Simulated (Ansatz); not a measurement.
Working through a single point from an input typed as a dict of Na4Au, space group Fd-3m

Program: Ansatz 0.2.0, Python API.

Interactive session:
```pycon
>>> import ansatz as az
>>> import pandas as pd
>>> config = {
...     "crystal": {
...         "lattice": [[0.0, 5.73797, 5.73797], [5.73797, 0.0, 5.73797], [5.73797, 5.73797, 0.0]],
...         "atoms": [
...             {"symbol": "Na", "position": [0.39069, 0.39069, 0.39069]},
...             {"symbol": "Na", "position": [0.39069, 0.39069, 0.82793]},
...             {"symbol": "Na", "position": [0.39069, 0.82793, 0.39069]},
...             {"symbol": "Na", "position": [0.85931, 0.85931, 0.42207]},
...             {"symbol": "Na", "position": [0.85931, 0.85931, 0.85931]},
...             {"symbol": "Na", "position": [0.82793, 0.39069, 0.39069]},
...             {"symbol": "Na", "position": [0.85931, 0.42207, 0.85931]},
...             {"symbol": "Na", "position": [0.42207, 0.85931, 0.85931]},
...             {"symbol": "Au", "position": [0.0, 0.0, 0.0]},
...             {"symbol": "Au", "position": [0.25, 0.25, 0.25]},
...         ],
...     },
...     "kpoints": {"mp_grid": {"grid": [4, 4, 4]}},
...     "hamiltonian": {"xc": "lda"},
...     "scf": {"occupations": {"method": "gaussian", "width": 0.05}},
...     "basis": {"ecutwfc": 510},
...     "output": {"forces": True},
... }
>>> res = az.Session.from_dict(config).plan(threads=1).execute()

>>> report = res.report
>>> report["n_electrons"]
110.0
>>> report["mixing_algorithm"], report["preconditioner"], report["eigensolver"]
('MSR1', 'Resta', 'band_cg')
>>> n_atoms = len(report["lattice"]["sites"])
>>> print("F =", round(report["free_energy_ev"], 4), "eV for", n_atoms, "atoms")
F = -37461.33 eV for 10 atoms
>>> print("E(sigma -> 0) =", round(report["energy_sigma0_ev"], 4), "eV, TS =", round(report["entropy_ts_ev"], 5), "eV")
E(sigma -> 0) = -37461.3242 eV, TS = 0.01164 eV
>>> print("closed by", report["closed_by"], "after", report["n_iterations"], "iterations")
closed by deck_thresholds after 7 iterations
>>> # forces, one row an atom
>>> table = pd.DataFrame(report["forces_ev_ang"], columns=["fx", "fy", "fz"])
>>> table.insert(0, "atom", [site["symbol"] for site in report["lattice"]["sites"]])
>>> table.round(4)
  atom      fx      fy      fz
0   Na -0.0711 -0.0711 -0.0711
1   Na  0.0711  0.0711 -0.0711
2   Na  0.0711 -0.0711  0.0711
3   Na -0.0711 -0.0711  0.0711
4   Na  0.0711  0.0711  0.0711
5   Na -0.0711  0.0711  0.0711
6   Na -0.0711  0.0711 -0.0711
7   Na  0.0711 -0.0711 -0.0711
8   Au -0.0000 -0.0000  0.0000
9   Au -0.0000  0.0000  0.0000
>>> terms = report["components"]
>>> {name: round(terms[name], 3) for name in ("e_kinetic", "e_hartree", "e_xc", "e_local", "e_nonlocal")}
{'e_kinetic': 2176.267, 'e_hartree': 7448.777, 'e_xc': -750.247, 'e_local': -19114.124, 'e_nonlocal': 1094.019}
```

Caveats:
- Absolute energies stand on the zero of these potentials, so only differences at equal settings mean something. A total without «per atom» is that of the cell as typed.
- The energy terms are those on the plane-wave grid, with the one-centre PAW part apart; the terms shown are only some of the summands, so they needn't add up to F.
- The mesh is modest for a metal, so energies can be off by several to tens of meV an atom and pressures by half a GPa or more; differences at equal mesh fare better.
- Spin-orbit coupling, which matters for elements this heavy, is left out.
- This cell is a computed structure, which may not be the phase found in nature.
- Timing: 12 s on 1 thread of Arm Neoverse V1, on a shared host, peak memory 0.71 GiB.

(Lines on the test bed's own set-up are left out of the output.)
